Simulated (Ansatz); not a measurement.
Predict the output of the script below (Ansatz 0.2.0, Python API).

`run_relaxed_scan.py`:
```python
"""One bond of FGeH3S held at set lengths while the rest relaxes."""

from dataclasses import dataclass

import ansatz as az
import numpy as np


@dataclass(frozen=True)
class RunConfig:
    basis_set: str = "def2-SVP"
    xc: str = "pbe"
    vdw: str = "d4"


cfg = RunConfig()


def main() -> None:
    geometry_ang = [
        ("F", (-2.0199, 0.5282, 0.0546)),
        ("Ge", (-0.4337, 0.0415, -0.3035)),
        ("S", (0.7479, 0.1225, 1.5438)),
        ("H", (-0.3838, -1.3985, -0.844)),
        ("H", (0.2032, 0.9701, -1.3852)),
        ("H", (1.9284, -0.3279, 0.888)),
    ]
    molecule = az.Crystal.molecule()
    for symbol, xyz in geometry_ang:
        molecule = molecule.atom(symbol, xyz)

    calc = (
        molecule.calculation()
        .basis(gaussian=cfg.basis_set)
        .functional(cfg.xc, dispersion=cfg.vdw)
    )
    symbols = [site.symbol for site in molecule.cartesian_sites]
    pairs = [(0, 1), (1, 2), (1, 3), (1, 4), (2, 5)]
    print("held (A)   E (eV)        ", "  ".join(f"{symbols[i]}{i}-{symbols[j]}{j}" for i, j in pairs))
    for length in [2.02, 2.19, 2.37, 2.63, 2.96]:
        rep = calc.relax(constraints=[az.DistanceConstraint((1, 2), at=length)], force_tolerance=0.02, max_steps=60).run(threads=1, backend="cpu").report
        xyz = np.array(rep["positions_ang"])
        print(f"{length:6.2f} {rep['free_energy_ev']:14.5f}  ", "  ".join(f"{np.linalg.norm(xyz[i] - xyz[j]):.3f}" for i, j in pairs))


if __name__ == "__main__":
    main()
```

```console
$ python run_relaxed_scan.py
held (A)   E (eV)         F0-Ge1  Ge1-S2  Ge1-H3  Ge1-H4  S2-H5
DeckWarning: relax.constraints: the input's atoms, or those drawn, lie off the distances that are held; a relaxation that starts there is brought onto them ahead of its first SCF, by positions alone, an atom by 8.72e-2 Å at the most. With the symmetry detection on, the symmetry is detected on the input's atoms as so [...]
  2.02   -70091.70981   1.762  2.020  1.556  1.556  1.363
  2.19   -70092.25554   1.764  2.190  1.548  1.545  1.363
  2.37   -70092.04901   1.753  2.370  1.550  1.550  1.365
  2.63   -70091.54687   1.750  2.630  1.550  1.550  1.365
  2.96   -70090.74966   1.747  2.960  1.549  1.549  1.366
```
(Warnings from the package without file and line, shortened, repeats left out.)

Reading the output:
- Total energies depend on the basis set; only differences at equal settings carry meaning.
- The energies are electronic: no zero-point or thermal terms, and the basis set is short of its limit.
- The whole script took 89 s on 1 thread of Arm Neoverse V1 (shared host), peak memory 0.22 GiB.

(Lines on the test bed's own set-up are left out of the output.)
